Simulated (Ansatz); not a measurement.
# KMgF3 (cubic perovskite): the cost of one run

Computed with Ansatz 0.2.0 (DFT PBEsol, scalar-relativistic, plane waves, PAW, unless a step's input says otherwise).

## 1. The structure to begin with

The structure is cubic, space group Pm-3m (No. 221). Conventional cell: a = 4.006 Å, b = 4.006 Å, c = 4.006 Å, α = 90.00°, β = 90.00°, γ = 90.00°. K (site symmetry m-3m) has 12 F at 2.83 Å as nearest neighbours. Around Mg (site symmetry m-3m) lie 6 F at 2.00 Å. F (site symmetry 4/mmm) is surrounded by 2 Mg at 2.00 Å and 4 K at 2.83 Å.

Structure file:

```
K Mg F
1.0
     4.00600    0.00000    0.00000
     0.00000    4.00600    0.00000
     0.00000    0.00000    4.00600
K Mg F
1 1 3
Direct
  0.50000 0.50000 0.50000
  0.00000 0.00000 0.00000
  0.50000 0.00000 0.00000
  0.00000 0.50000 0.00000
  0.00000 0.00000 0.50000
```

## 2. Relaxing cell and atoms: KMgF3 (cubic perovskite), no spin

Input file input.yaml:

```yaml
crystal:
  lattice:
    - [4.006, 0.0, 0.0]
    - [0.0, 4.006, 0.0]
    - [0.0, 0.0, 4.006]
  atoms:
    - { symbol: K, position: [0.5, 0.5, 0.5] }
    - { symbol: Mg, position: [0.0, 0.0, 0.0] }
    - { symbol: F, position: [0.5, 0.0, 0.0] }
    - { symbol: F, position: [0.0, 0.5, 0.0] }
    - { symbol: F, position: [0.0, 0.0, 0.5] }
scf:
  occupations: { method: fixed }
output:
  forces: true
  stress: true
  eigenvalues: true
  write_density: true
  write_potential: true
  elf: true
  volumetric_format: npy
hamiltonian:
  xc: pbesol
basis:
  ecutwfc: 560
kpoints:
  mp_grid: { grid: [6, 6, 6] }
relax:
  f_tol: 0.002
  max_steps: 60
  cell: { stress_tol: 0.01, p_target: 0 }
```

The run is started by

```bash
> ansatz run input.yaml --threads 2 --pin off --max-ram 6144MiB --backend cpu --events-out ev --progress --plain --runs-dir out
```

**Question.** How long does this run take on 2 threads of Intel Xeon 6975P-C (Granite Rapids), shared host, and how much memory does it need?

About 4.9 s, with a peak of 0.42 GiB.
